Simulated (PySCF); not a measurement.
# From one method to the next for RbNa

What do other methods print for RbNa?

Method: method and basis as typed in the scripts; program: PySCF 2.14.0.

2 further runs of the same task are left out: 2 for a known fault of the program.

## Step 1: The starting structure

RbNa: 2 atoms, charge 0, spin multiplicity 1.

No contacts short enough for the rule that draws bonds.

## Step 2: Base script

The input, input.py:

```python
from pyscf import gto, dft

mol = gto.M(
    atom='Rb 0 0 0; Na 0 0 4.18',
    basis='jorge-dzp-dkh',
    charge=0,
    spin=0,
    verbose=3,
)
mf = dft.RKS(mol, xc='x3lyp')
mf = mf.sfx2c1e()
mf.kernel()
g = mf.nuc_grad_method()
g.grid_response = True
g.kernel()
mf.dip_moment()
print('orbital energies (hartree):', mf.mo_energy[..., max(0, mol.nelec[1]-3):mol.nelec[0]+3].round(4))
```

Launch:

```console
> OMP_NUM_THREADS=1 python input.py
```

Its log is not repeated here.

It gives: E(SCF) = -3143.161211 Eh, μ = 3.38 D, gradient on the second atom 0.0052 Eh/bohr.

The bond length is a typed value, not an optimised one.

## Step 3: M06

Variant 1 changes functional: x3lyp → m06.

The input, input.py:

```python
from pyscf import gto, dft

mol = gto.M(
    atom='Rb 0 0 0; Na 0 0 4.18',
    basis='jorge-dzp-dkh',
    charge=0,
    spin=0,
    verbose=3,
)
mf = dft.RKS(mol, xc='m06')
mf = mf.sfx2c1e()
mf.kernel()
g = mf.nuc_grad_method()
g.grid_response = True
g.kernel()
mf.dip_moment()
print('orbital energies (hartree):', mf.mo_energy[..., max(0, mol.nelec[1]-3):mol.nelec[0]+3].round(4))
```

Launch:

```console
> OMP_NUM_THREADS=1 python input.py
```

## Step 4: Population analysis

Variant 2 changes step after the SCF: gradient → analyze.

Edit input.py of step 2 so:

```diff
@@ -12,6 +12,3 @@
 mf.kernel()
-g = mf.nuc_grad_method()
-g.grid_response = True
-g.kernel()
-mf.dip_moment()
+mf.analyze()
 print('orbital energies (hartree):', mf.mo_energy[..., max(0, mol.nelec[1]-3):mol.nelec[0]+3].round(4))
```

## Step 5: Geometry optimisation

Variant 3 changes step after the SCF: gradient → optimize.

Edit input.py of step 2 so:

```diff
@@ -1,2 +1,3 @@
 from pyscf import gto, dft
+from pyscf.geomopt.geometric_solver import optimize
 
@@ -14,4 +15,5 @@
 g.grid_response = True
-g.kernel()
-mf.dip_moment()
+mol_eq = optimize(g.as_scanner(), maxsteps=30)
+print('optimised geometry (angstrom)')
+print(mol_eq.tostring('raw'))
 print('orbital energies (hartree):', mf.mo_energy[..., max(0, mol.nelec[1]-3):mol.nelec[0]+3].round(4))
```

## Step 6: Camb3lyp

Variant 4 changes functional: x3lyp → camb3lyp.

Edit input.py of step 2 so:

```diff
@@ -9,3 +9,3 @@
 )
-mf = dft.RKS(mol, xc='x3lyp')
+mf = dft.RKS(mol, xc='camb3lyp')
 mf = mf.sfx2c1e()
```

## Step 7: Polarisability

Variant 5 changes step after the SCF: gradient → polarizability.

Edit input.py of step 2 so:

```diff
@@ -1,2 +1,3 @@
 from pyscf import gto, dft
+from pyscf.prop.polarizability import rhf as pol
 
@@ -12,5 +13,4 @@
 mf.kernel()
-g = mf.nuc_grad_method()
-g.grid_response = True
-g.kernel()
+print('polarizability (a.u.)')
+print(pol.Polarizability(mf).polarizability().round(4))
 mf.dip_moment()
```

Q: Predict the outcome of this session. Wanted: for each run, E(SCF); from base; gap; SCF dipole; after the SCF.

As calculated:

```
                  run  E(SCF) (hartree)  from base (eV)  gap (eV)  SCF dipole (D)            after the SCF
                 base      -3143.161211               0      1.46            3.38                      n/a
                  m06      -3143.233649  not comparable      1.61            5.00                      n/a
  population analysis      -3143.161211          0.0000      1.46            3.38                      n/a
geometry optimisation      -3143.161211          0.0000      1.46             n/a  bond 3.589 Å, -0.095 eV
             camb3lyp      -3143.413091  not comparable      2.76            4.16                      n/a
       polarisability      -3143.161211          0.0000      1.46            3.38       mean α 389.3 bohr³
```

SCF columns refer to the geometry typed in the script.

The gap between the frontier levels is 1.5 eV with x3lyp (22 % exact exchange) and 1.6 eV with m06 (27 %). A lower total energy from another functional means nothing by itself. The dearest run is “geometry optimisation”, at 30 s against 4.5 s.
